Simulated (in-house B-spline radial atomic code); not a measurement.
**B⁴⁺: excited configurations**

How much energy does it take to promote electrons of B⁴⁺ to other shells? Each configuration is solved by itself and compared with the reference.

Program: in-house B-spline radial atomic code version 1. Level of theory: scalar-relativistic (spin-free one-electron X2C) B97-1, spin-polarised, spherical density, exact exchange averaged over the configuration, Fermi nucleus, basis-set limit. These are calculated values, not measurements, unless marked.

## Step 1: What is computed

```
element       : boron (Z = 5)
charge        : +4
electrons     : 1
configuration : 1s1
Hamiltonian   : scalar-relativistic (X2C)
nucleus       : Fermi, rms radius 2.406 fm
```

Where spins are not typed, each open shell is filled with up spins first.

## Step 2: Reference run

Input settings:

```ini
Z = 5
electrons = 1.0
configuration = 1s1
hamiltonian = x2c
method = b97_1
spin_polarised = True
nucleus = fermi
rms_radius = 2.406
mass_number = 11
atomic_mass = 11.009305166
speed_of_light = 137.035999084
exact_exchange = averaged over the configuration
```

Started as:

```bash
$ python run_scf.py task.json out
```

One command runs all members of the session, one after another, from task.json.

## Step 3: 2s1

The settings differ from step 2 so:

```diff
@@ -2,3 +2,3 @@
 electrons = 1.0
-configuration = 1s1
+configuration = 2s1
 hamiltonian = x2c
```

## Step 4: 2p1

The settings differ from step 3 so:

```diff
@@ -2,3 +2,3 @@
 electrons = 1.0
-configuration = 2s1
+configuration = 2p1
 hamiltonian = x2c
```

**Question.** How far above the reference does each configuration lie (order and size, in eV)?

**Answer**, as computed:

| net move | configuration | 2|M_S|+1 | energy above the reference (eV) | largest <r> (bohr) |
| --- | --- | --- | --- | --- |
| 1s → 2s | 2s1 | 2 | 253.91 | 1.18 |
| 1s → 2p | 2p1 | 2 | 255.05 | 0.999 |

What this shows: At the bottom stands 1s → 2s (253.91 eV), at the top 1s → 2p (255.05 eV). These are spherical averages at the typed spins, not spectroscopic levels.
